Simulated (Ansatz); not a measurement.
The system is HfIn4SiO6.

```
Hf In Si O
1.0
     5.27743    0.00000    0.00000
    -2.63872    4.57039    0.00000
     0.00000    0.00000   10.55905
Hf In Si O
1 4 1 6
Direct
  0.66667 0.33333 0.00000
  0.00000 0.00000 0.30446
  0.00000 0.00000 0.69554
  0.33333 0.66667 0.78919
  0.33333 0.66667 0.21081
  0.00000 0.00000 0.00000
  0.97300 0.70496 0.89972
  0.29504 0.02700 0.10028
  0.29504 0.26804 0.89972
  0.73196 0.70496 0.10028
  0.73196 0.02700 0.89972
  0.97300 0.26804 0.10028
```

The cell was built by a generator and needn't be a form met in nature.

```yaml
Program: Ansatz 0.2.0
Task: relaxation of cell and atoms
Functional: PBEsol
Potentials_or_basis: Ansatz PAW
Cutoff: "420 eV (not typed: the program's choice for these potentials)"
k_mesh: 4 × 4 × 2
Occupations: fermi-dirac, width 0.05 eV
Spin: no spin polarisation
```

At the start: volume 21.22 Å³/atom.

How do energy, volume and symmetry change on relaxing?

It ends after 14 steps and the volume is 19.28 Å³/atom (-9.2 %); space group P312 (No. 149, to 0.05 Å).

The path:
```tsv
step	energy change (eV)	largest force (eV/Å)	volume (Å³)
1	0.0000	0.3277	254.68
2	-0.0763	0.3757	244.52
3	-0.1139	0.0797	243.82
4	-0.1243	0.0417	241.72
5	-0.1406	0.0853	236.21
6	-0.1398	0.0355	236.97
7	-0.1410	0.0209	236.60
8	-0.1408	0.0021	236.72
9	-0.1136	0.0043	236.72
10	-0.1246	0.0306	232.89
11	-0.1257	0.0031	232.49
12	-0.1178	0.0026	232.49
13	-0.1206	0.0052	231.38
14	-0.1174	0.0053	231.38
```

Final structure:
```
Hf In Si O
1.0
     5.18323    0.00000    0.00000
    -2.59162    4.48881    0.00000
     0.00000    0.00000    9.94468
Hf In Si O
1 4 1 6
Direct
  0.66667 0.33333 0.00000
  0.00000 0.00000 0.31966
  0.00000 0.00000 0.68034
  0.33333 0.66667 0.77583
  0.33333 0.66667 0.22417
  0.00000 0.00000 0.00000
  0.97734 0.70497 0.89428
  0.29503 0.02266 0.10572
  0.29503 0.27237 0.89428
  0.72763 0.70497 0.10572
  0.72763 0.02266 0.89428
  0.97734 0.27237 0.10572
```

Caveat: the plane-wave basis is chosen anew once the cell has moved, so the energies of steps on either side of that aren't comparable; the pressure holds a Pulay correction of +0.4 GPa for the finite cutoff; the PAW data sets come from PBE, with cores solved anew for the run's functional, which leaves a small shift of forces and pressure.
